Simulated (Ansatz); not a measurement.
# C2H2ClGa (SMILES C#[C][GaH][Cl]) at r2SCAN/cc-pVDZ

What is the electronic atomisation energy of C2H2ClGa at r2SCAN/cc-pVDZ? 

The results are computed with Ansatz 0.2.0.

56 further runs of the same task are left out: 56 set aside as unsound or not needed. Runs told in other sessions of the task aren't counted.

**1. The structure to begin with**

C2H2ClGa has 6 atoms, charge 0, and is taken as a singlet. SMILES: `C#[C][GaH][Cl]`. The coordinates come from a PBE0-D4/def2-TZVP relaxation.

Bond lengths: C1–C2 1.208 Å, C2–Ga3 1.900 Å, Ga3–Cl4 2.140 Å, C1–H5 1.067 Å, Ga3–H6 1.547 Å. Angles: C1–C2–Ga3 179.1°, C2–Ga3–Cl4 115.4°, C2–C1–H5 179.8°, C2–Ga3–H6 126.7°, Cl4–Ga3–H6 117.8°.

**2. A single-point energy at r2SCAN/cc-pVDZ**

input.yaml

```yaml
crystal:
  periodic: [false, false, false]
  atoms:
    - symbol: C
      position_ang: [0.577800, 1.057900, -1.454500]
    - symbol: C
      position_ang: [0.247000, 0.412500, -0.488700]
    - symbol: Ga
      position_ang: [-0.252900, -0.587200, 1.048000]
    - symbol: Cl
      position_ang: [-1.745400, -2.085600, 0.724100]
    - symbol: H
      position_ang: [0.867100, 1.625700, -2.309900]
    - symbol: H
      position_ang: [0.306500, -0.423300, 2.481100]
basis:
  gaussian:
    orbitals: cc-pVDZ
total_charge: 0
hamiltonian:
  xc: r2scan
accuracy: high
output:
  orbitals: {seedname: orbitals}
```

Launch:

```bash
ansatz run input.yaml --threads 1 --pin off --max-ram 2610MiB --events-out events.jsonl --progress --plain --runs-dir runs
```

Output:

```text
Warning: RAYON_NUM_THREADS=1 ignored (pool sized by the plan → 1); use --threads N
Functional definition: r2SCAN
  name "r2SCAN"
  parameter k0 = 0.174
  parameter k1 = 0.065
  parameter a1 = 4.9479
  exchange = r2scan_x(k0 = k0, k1 = k1, a1 = a1)
  correlation = r2scan_c
1779 factors; integrals over basis functions are off by at most 4.4e-9 eV
mean field evaluation 1: about -66998.3605 eV, gradient 4.2e1 eV
mean field evaluation 2: about -66983.5765 eV, gradient 7.8e1 eV
mean field evaluation 4: about -67002.8889 eV, gradient 1.6e1 eV
mean field evaluation 8: about -67003.5362 eV, gradient 2.1e-1 eV
mean field evaluation 16: about -67003.5363 eV, gradient 1.1e-5 eV
mean field -67003.53634674 eV, -2462.3345441146 hartree, gradient 3.9e-8 eV, S^2 0.000000; 0 other end points of the search recorded, 0 dependent functions left out
reference -67003.53634756 eV, -2462.3345441448 hartree; 31, 31 occupied and 52, 52 virtual orbitals, 1779 factors
Total energy: -67003.53634756 eV, -2462.3345441448 hartree
```

Run time: 4.5 s. Hardware: 1 thread of AMD EPYC 9R45 (Zen 5), shared host; peak memory 0.27 GiB.

**3. The C atom**

job.yaml

```yaml
crystal:
  periodic: [false, false, false]
  atoms:
    - {symbol: C, position_ang: [0.000000, 0.000000, 0.000000]}
basis:
  gaussian: {orbitals: cc-pVDZ}
accuracy: high
hamiltonian: {xc: {name: r2SCAN}}
magnetization: {spin_polarized: true, initial_magnetization: 2}
```

Run the same way, it converges to -37.82627 Eh (log not shown).

**4. The Cl atom, same level**

input.yaml

```yaml
basis:
  gaussian:
    orbitals: cc-pVDZ
crystal:
  periodic: [false, false, false]
  atoms:
    - {symbol: Cl, position_ang: [0.000000, 0.000000, 0.000000]}
accuracy: high
hamiltonian:
  xc: {name: r2SCAN}
magnetization:
  spin_polarized: true
  initial_magnetization: 1
```

Run the same way, it converges to -460.10908 Eh (log not shown).

**5. The Ga atom, same level**

run.yaml

```yaml
crystal:
  periodic: [false, false, false]
  atoms:
    - {symbol: Ga, position_ang: [0.000000, 0.000000, 0.000000]}
basis:
  gaussian: {orbitals: cc-pVDZ}
magnetization: {spin_polarized: true, initial_magnetization: 1}
hamiltonian: {xc: r2scan}
accuracy: high
```

Run the same way, it converges to -1924.75717 Eh (log not shown).

**6. The H atom**

molecule.yaml

```yaml
crystal:
  periodic: [false, false, false]
  atoms:
    - {symbol: H, position_ang: [0.000000, 0.000000, 0.000000]}
basis:
  gaussian: {orbitals: cc-pVDZ}
magnetization: {spin_polarized: true, initial_magnetization: 1}
hamiltonian: {xc: r2scan}
accuracy: high
```

Run the same way, it converges to -0.49921 Eh (log not shown).

**7. What came out**

At r2SCAN/cc-pVDZ:

| quantity | value |
| --- | --- |
| molecule: total energy | -2462.33454 Eh |
| molecule: HOMO energy | -7.43 eV |
| molecule: LUMO energy | -2.51 eV |
| molecule: HOMO–LUMO gap | 4.92 eV |
| C atom: total energy | -37.82627 Eh |
| C atom: ⟨S²⟩ | 2.005 |
| Cl atom: total energy | -460.10908 Eh |
| Cl atom: ⟨S²⟩ | 0.753 |
| Ga atom: total energy | -1924.75717 Eh |
| Ga atom: ⟨S²⟩ | 0.755 |
| H atom: total energy | -0.49921 Eh |
| H atom: ⟨S²⟩ | 0.750 |
| electronic atomisation energy | 22.241 eV |

In words: Taking the molecule apart into free atoms costs 22.24 eV (2146 kJ/mol), before zero-point energy and without spin-orbit coupling.
